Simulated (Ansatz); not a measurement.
# GeH7NSi: how energies converge with the basis set

An exercise on one series of results from a longer session: the logs are not shown, and one member is left open.

Computed with Ansatz 0.2.0, Gaussian basis. Level: one geometry, several basis sets.

The runs, in order: PBE0-D4/def2-SVP; ωB97M-V/def2-SVP; PBE0-D4/def2-QZVPP; ωB97M-V/def2-QZVPP; the functionals' def2-TZVPP values are taken from earlier runs.

## Structure used throughout

An earlier PBE0-D4 in a triple-zeta def2 set relaxation fixed the geometry.

SMILES `[SiH3][NH][GeH3]`, 10 atoms, charge 0, spin multiplicity 1.

Atoms are counted from 1 here; the program's logs count them from 0.

Bond lengths: Si1–N2 1.718 Å, Si1–H4 1.486 Å, Si1–H5 1.489 Å, Si1–H6 1.492 Å, N2–Ge3 1.839 Å, N2–H7 1.009 Å, Ge3–H8 1.534 Å, Ge3–H9 1.543 Å, Ge3–H10 1.538 Å. Angles: N2–Si1–H4 107.3°, N2–Si1–H5 110.3°, N2–Si1–H6 114.2°, H4–Si1–H5 110.0°, H4–Si1–H6 107.9°, H5–Si1–H6 107.0°, Si1–N2–Ge3 127.5°, Si1–N2–H7 117.0°, Ge3–N2–H7 114.2°, N2–Ge3–H8 106.7°, N2–Ge3–H9 111.7°, N2–Ge3–H10 108.4°, H8–Ge3–H9 109.9°, H8–Ge3–H10 111.3°, H9–Ge3–H10 108.9°.

Coordinates:

```mol
GeH7NSi
  3D, bonds by distance, orders not assigned

 10  9  0  0  0  0  0  0  0  0999 V2000
   -1.1468    0.5222   -0.9456 Si  0  0
    0.4614    0.3191   -0.3757 N   0  0
    1.0201   -0.6758    1.0662 Ge  0  0
   -1.9237   -0.6685   -0.5129 H   0  0
   -1.1602    0.6272   -2.4305 H   0  0
   -1.8355    1.7358   -0.4161 H   0  0
    1.1591    0.9529   -0.7365 H   0  0
   -0.0189   -1.7874    1.2624 H   0  0
    1.1199    0.1804    2.3456 H   0  0
    2.4078   -1.2572    0.7459 H   0  0
  1  2  8  0
  2  3  8  0
  1  4  8  0
  1  5  8  0
  1  6  8  0
  2  7  8  0
  3  8  8  0
  3  9  8  0
  3 10  8  0
M  END
```

Set-up of the first run:

File in.yaml:

```yaml
crystal:
  periodic: [false, false, false]
  atoms:
    - {symbol: Si, position_ang: [-1.146787, 0.522250, -0.945597]}
    - {symbol: N, position_ang: [0.461357, 0.319059, -0.375660]}
    - {symbol: Ge, position_ang: [1.020062, -0.675791, 1.066217]}
    - {symbol: H, position_ang: [-1.923733, -0.668457, -0.512929]}
    - {symbol: H, position_ang: [-1.160247, 0.627163, -2.430535]}
    - {symbol: H, position_ang: [-1.835465, 1.735844, -0.416073]}
    - {symbol: H, position_ang: [1.159104, 0.952931, -0.736542]}
    - {symbol: H, position_ang: [-0.018890, -1.787371, 1.262444]}
    - {symbol: H, position_ang: [1.119882, 0.180441, 2.345620]}
    - {symbol: H, position_ang: [2.407818, -1.257169, 0.745853]}
basis:
  gaussian: {orbitals: def2-SVP}
hamiltonian: {xc: pbe0, dispersion: d4}
output: {orbitals: {seedname: orbitals}}
```

Steps of the session up to this table: PBE0-D4 in def2-SVP; ωB97M-V in def2-SVP; PBE0-D4 in def2-QZVPP; ωB97M-V in def2-QZVPP.

One of the session's tables, all rows but one given; the rest of the session is left out.

It belongs to the step «Functionals by basis». 

```
functional       basis  HOMO (eV)  LUMO (eV)
   PBE0-D4    def2-SVP      -7.16       0.41
   PBE0-D4  def2-TZVPP      -7.28      -0.01
   PBE0-D4  def2-QZVPP          ?          ?
   ωB97M-V    def2-SVP      -9.41       2.24
   ωB97M-V  def2-TZVPP      -9.56       1.62
   ωB97M-V  def2-QZVPP      -9.58       1.23
```

**Question.** Estimate the row for PBE0-D4, def2-QZVPP.

The run gave: HOMO (eV): -7.30; LUMO (eV): -0.20. In the column «HOMO (eV)» it lies between ωB97M-V, def2-SVP (-9.41) and PBE0-D4, def2-TZVPP (-7.28).
